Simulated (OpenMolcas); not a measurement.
# Pm³⁺ among point charges: CASSCF levels and susceptibility

How does a field of 8 point charges split the states of Pm³⁺, and what χT follows?

Method: state-averaged CASSCF, spin-orbit coupling by RASSI with atomic mean-field integrals. Code: OpenMolcas 26.06.

### 1 Starting point

| Quantity | Value |
| --- | --- |
| Species | Pm³⁺ (promethium, Z = 61, 58 electrons) |
| Basis | ANO-RCC-VDZP [7s6p4d2f1g], 68 functions |
| Scalar Hamiltonian | DKH2, point nucleus |
| Inactive shells | 1s 2s 2p 3s 3p 3d 4s 4p 4d 5s 5p |
| Active space | 4 electrons in 7 orbitals (4f) |
| Some configurations of this space | 4f⁴ |
| Orbitals | optimised for the highest spin of each parity, averaged over all roots |

Outer shells as boxes (Hund's rule):

4f4
```
4f [↑ ][↑ ][↑ ][↑ ][  ][  ][  ]
```

The ion sits among 8 point charges of -1.5 e arranged as a cube (Oh), 2.78 Å from the ion.

The work runs as a chain of OpenMolcas steps in one folder; each step below is one input file. Labels, J, g values, rates, χT and fits are worked out afterwards by a script from the matrices that RASSI stores. The input lists half of the charges; inversion (Group=XYZ) makes the rest.

### 2 Basis and integrals

Input file a.inp:

```
&GATEWAY
Coord
1

Pm 0.0 0.0 0.0
Basis=ANO-RCC-VDZP
Group=XYZ
NoMove
AngMom=0.0 0.0 0.0
AMFI
XField
4 Angstrom 0
1.605034 1.605034 1.605034 -1.500000
1.605034 1.605034 -1.605034 -1.500000
1.605034 -1.605034 1.605034 -1.500000
1.605034 -1.605034 -1.605034 -1.500000
&SEWARD
```

Launch:

```bash
$ OMP_NUM_THREADS=1 MOLCAS_MEM=2252 MOLCAS_PROJECT=a pymolcas a.inp > a.log
```

### 3 CASSCF: quintets of even parity, 35 roots

Input file a.inp:

```
&RASSCF
FileOrb=start.orb
Symmetry=1
Spin=5
nActEl=4 0 0
Inactive=15 12
Ras2=0 7
CIRoot=35 35 1
SDav=35
CIMx=300
Iter=120 100
PrWF=0.3
OrbListing=Nothing
MaxOrb=0
>>> COPY $Project.JobIph JOB001
```

start.orb holds the contracted functions of the basis, ordered by shell, or the orbitals of the step before.

### 4 Reference wave functions, triplets of even parity, 162 roots

Input file a.inp:

```
&RASSCF
FileOrb=start.orb
Symmetry=1
Spin=3
nActEl=4 0 0
Inactive=15 12
Ras2=0 7
CIRoot=162 162 1
SDav=210
CIMx=300
Iter=120 100
PrWF=0.3
OrbListing=Nothing
MaxOrb=0
CIOnly
>>> COPY $Project.JobIph JOB002
```

### 5 Reference wave functions, singlets of even parity, 162 roots

Input file a.inp:

```
&RASSCF
FileOrb=start.orb
Symmetry=1
Spin=1
nActEl=4 0 0
Inactive=15 12
Ras2=0 7
CIRoot=162 162 1
SDav=196
CIMx=300
Iter=120 100
PrWF=0.3
OrbListing=Nothing
MaxOrb=0
CIOnly
>>> COPY $Project.JobIph JOB003
```

### 6 State interaction with spin-orbit coupling

Input file a.inp:

```
&RASSI
NrOfJobIphs=3 33 106 31
1 2 3 4 5 6 7 8 9 10 11 12 13 14 15 16 17 18 19 20 21 22 23 24 25 26 27
28 29 30 31 32 33
1 2 3 4 5 6 7 8 9 10 11 12 13 14 15 16 17 18 19 20 21 22 23 24 25 26 27
28 29 30 31 32 33 34 35 36 37 38 39 40 41 42 43 44 45 46 47 48 49 50 51
52 53 54 55 56 57 58 59 60 61 62 63 64 65 66 67 68 69 70 71 72 73 74 75
76 77 78 79 80 81 82 83 84 85 86 87 88 89 90 91 92 93 94 95 96 97 98 99
100 101 102 103 104 105 106
1 2 3 4 5 6 7 8 9 10 11 12 13 14 15 16 17 18 19 20 21 22 23 24 25 26 27
28 29 30 31
IphNames
JOB001
JOB002
JOB003
EJob
SpinOrbit
DIPRint=1.0
SOCoupling=1000.0
Subsets=2
Property=9
'ANGMOM' 1 'ANGMOM' 2 'ANGMOM' 3 'MLTPL  1' 1 'MLTPL  1' 2 'MLTPL  1' 3
'AMFI' 1 'AMFI' 2 'AMFI' 3
SOProperty=3
'ANGMOM' 1 'ANGMOM' 2 'ANGMOM' 3
```

What does the calculation give? Wanted: spin-free ground state; first state of the same spin within the active space; lowest level; next level.

As calculated:

| quantity | value |
| --- | --- |
| method | CASSCF |
| spin-free ground state | 5E, 2-fold in its orbital part |
| first state of the same spin within the active space | 5T2 at 8.07 cm⁻¹ |
| lowest level | 1-fold A1 |
| next level | 43.8 cm⁻¹ |
| χT at 300 K | 1.00 cm³ K/mol |
| effective moment at 300 K | 2.83 μB |

What this shows: The spin-free ground state (5E) comes to 100 % from free-ion I terms and keeps the highest spin of the shell. The triplets, singlets rest on orbitals optimised for another spin in at least one step, which raises them against the optimised states. Not all states of the active space went into the spin-orbit step. High states of lower spin are left out of the spin-orbit mixing, and CASSCF puts spin-flip levels too high. Point charges carry no covalency, so the field is a model and not that of real ligands.
